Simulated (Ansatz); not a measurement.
# HfN (sextet): wave-function methods side by side, def2-QZVPP

An exercise on one series of results from a longer session: the logs are not shown, and one member is left open.

Computed with Ansatz 0.2.0, Gaussian basis. Level: def2-QZVPP, core rule «outside noble gas», up to 5 orbitals frozen.

Plan: UHF; ROHF; CCSD(T) on UHF.

## The system

The geometry is a PBE0/def2-TZVP stationary point (not a proven minimum) of the parent state, kept for this charge and spin. No spin-orbit coupling is included. Elements past krypton take def2 core potentials.

2 atoms, charge 0, spin multiplicity 6.

Atoms are counted from 1 here; the program's logs count them from 0.

Bond lengths: Hf1–N2 1.785 Å.

As a file:

```xyz
2
charge 0, multiplicity 6
Hf    0.0000    0.0000    0.0000
N     0.0000    0.0000    1.7854
```

Set-up of the first run:

in.yaml

```yaml
crystal:
  periodic: [false, false, false]
  atoms:
    - {symbol: Hf, position_ang: [0.000000, 0.000000, 0.000000]}
    - {symbol: N, position_ang: [0.000000, 0.000000, 1.785383]}
basis:
  gaussian: {orbitals: "def2-QZVPP.json"}
magnetization: {spin_polarized: true, initial_magnetization: 5}
hamiltonian: {xc: hf}
output: {orbitals: {seedname: orbitals}}
```

On the command line:

```bash
ansatz run in.yaml --threads 1 --pin off --events-out ev --progress --plain --max-ram 4096MiB --backend cpu
```

Among the steps run: UHF; ROHF; CCSD(T) on UHF.

One of the session's tables, all rows but one given; the rest of the session is left out.

```
  method  from UCCSD(T) (kcal/mol)
    ROHF                   +139.36
     UHF                   +133.98
    UMP2                    +17.96
   UCCSD                         ?
UCCSD(T)                         0
```

Estimate the missing values for UCCSD.

The run gave: from UCCSD(T) (kcal/mol): +5.46. In the column «from UCCSD(T) (kcal/mol)» it lies between UCCSD(T) (0) and UMP2 (+17.96).
